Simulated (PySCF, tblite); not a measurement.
# isobutylaldehyde dimethyl acetal (C6H14O2): geometry, infrared bands, NMR shifts and electronic excitations

Wanted: the infrared bands, NMR shifts and electronic excitations of isobutylaldehyde dimethyl acetal (C6H14O2) (`COC(OC)C(C)C`), by calculation.

Programs: tblite 0.8.0 and PySCF 2.14.0, with density-fitted response routines of our own. Each step states its level of theory. These are calculated values for one molecule in the gas phase, unless marked as measured. Atoms count from 0, in the outputs and in this text.

### 1 Starting geometry

22 atoms, charge 0, multiplicity 1; geometry from: force field or distance geometry start.

Bonds of the start (Å): C0–O1 1.41, O1–C2 1.43, C2–O3 1.42, O3–C4 1.42, C2–C5 1.53, C5–C6 1.54, C5–C7 1.53, C0–H8 1.10, C0–H9 1.10, C0–H10 1.09, C2–H11 1.11, C4–H12 1.09, C4–H13 1.08, C4–H14 1.10, C5–H15 1.09, C6–H16 1.10, C6–H17 1.09, C6–H18 1.09, C7–H19 1.09, C7–H20 1.09, C7–H21 1.09.

### 2 Optimising the geometry with GFN2-xTB

The job: settings as JSON, then the geometry in Å.

```
{"job": {"kind": "relax", "xc": "GFN2-xTB", "basis": "xTB"}, "charge": 0, "multiplicity": 1}
C     -1.054900     2.419900     0.266900
O      0.023400     1.537300     0.079600
C     -0.390200     0.173800    -0.071000
O     -1.040600    -0.272300     1.109000
C     -1.952800    -1.344600     0.894900
C      0.831800    -0.694000    -0.398800
C      1.863600    -0.676000     0.738400
C      1.509100    -0.241100    -1.695400
H     -1.591800     2.202300     1.199000
H     -1.753900     2.367800    -0.578500
H     -0.671100     3.438600     0.327600
H     -1.103700     0.137800    -0.918200
H     -1.446500    -2.220700     0.495700
H     -2.401000    -1.617500     1.841400
H     -2.751200    -1.016500     0.209400
H      0.509900    -1.731700    -0.512400
H      1.422600    -1.039700     1.678700
H      2.252900     0.322500     0.920400
H      2.710700    -1.326600     0.509500
H      0.791700    -0.264500    -2.521500
H      2.327500    -0.907800    -1.955100
H      1.904100     0.772400    -1.620600
```

Started as:

```bash
> OMP_NUM_THREADS=1 python probes_run.py task.json out
```

This one command runs all jobs of the session in turn.

**Question.** This job is followed by: GFN2-xTB harmonic vibrations, gas phase; PBE0-D3(BJ)/def2-SVP geometry optimisation, gas phase; GIAO PBE0/pcSseg-1 NMR shielding, non-relativistic, gas phase; TDDFT PBE0/def2-SVPD, vertical, gas phase, core orbitals frozen in the response. What will the session give for the following? strongest single infrared mode (GFN2-xTB); zero-point energy (GFN2-xTB); point group; rotational constants (main isotopes); ¹³C shifts against TMS (PBE0/pcSseg-1, means over atoms taken as alike); ¹H shifts against TMS (PBE0/pcSseg-1, means over atoms taken as alike); ¹⁷O shifts against H2O (PBE0/pcSseg-1, means over atoms taken as alike); surface potential, 1st and 99th percentile; lowest singlet (PBE0/def2-SVPD); lowest triplet; vertical ionisation energy (ΔSCF).

The runs gave:

| quantity | value |
| --- | --- |
| strongest single infrared mode (GFN2-xTB) | 1082 cm⁻¹, 129 km/mol |
| zero-point energy (GFN2-xTB) | 120.8 kcal/mol |
| point group | C1 |
| rotational constants (main isotopes) | 2.21, 1.71, 1.23 GHz |
| ¹³C shifts against TMS (PBE0/pcSseg-1, means over atoms taken as alike) | 110.4, 54.8, 30.0, 16.8 ppm |
| ¹H shifts against TMS (PBE0/pcSseg-1, means over atoms taken as alike) | 3.54, 3.25, 1.54, 0.89 ppm |
| ¹⁷O shifts against H2O (PBE0/pcSseg-1, means over atoms taken as alike) | 53.7 ppm |
| surface potential, 1st and 99th percentile | -1.42 V and 0.72 V |
| lowest singlet (PBE0/def2-SVPD) | 7.00 eV (177 nm), f = 0.028 |
| lowest triplet | 6.84 eV |
| vertical ionisation energy (ΔSCF) | 9.39 eV |

In words: The optimisation took 62 steps and gained 0.103 eV; among the close pairs (by a distance rule), O1–C2 changed most, from 1.433 to 1.389 Å (GFN2-xTB). All 60 modes are real, so the xTB geometry is a minimum. The strongest single mode, at 1082 cm⁻¹, is spread over several atoms, O1, C0, O3 among them. Unscaled tight-binding wavenumbers are off by several per cent, some by more. Its intensities can rank the bands wrongly. Relaxing lowered the energy by 0.056 eV in 6 steps; the close pair that moved most is C6–H17, from 1.086 to 1.100 Å (PBE0/def2-SVP). The most deshielded hydrogen is H11 (hydrogen on an sp3 carbon bearing two oxygens), at 3.54 ppm: its carbon carries O, an electronegative neighbour. At PBE0/pcSseg-1: The widest tensor belongs to O1, O3: span 107 ppm, with a paramagnetic part of -119 ppm. The first singlet state (HOMO→LUMO 0.95) lies at 7.00 eV and is weak. The lowest triplet lies 0.16 eV below the lowest singlet (triplets in Tamm-Dancoff, singlets in full TDDFT). ΔSCF puts the ionisation energy at 9.39 eV, 1.90 eV above −ε(HOMO).
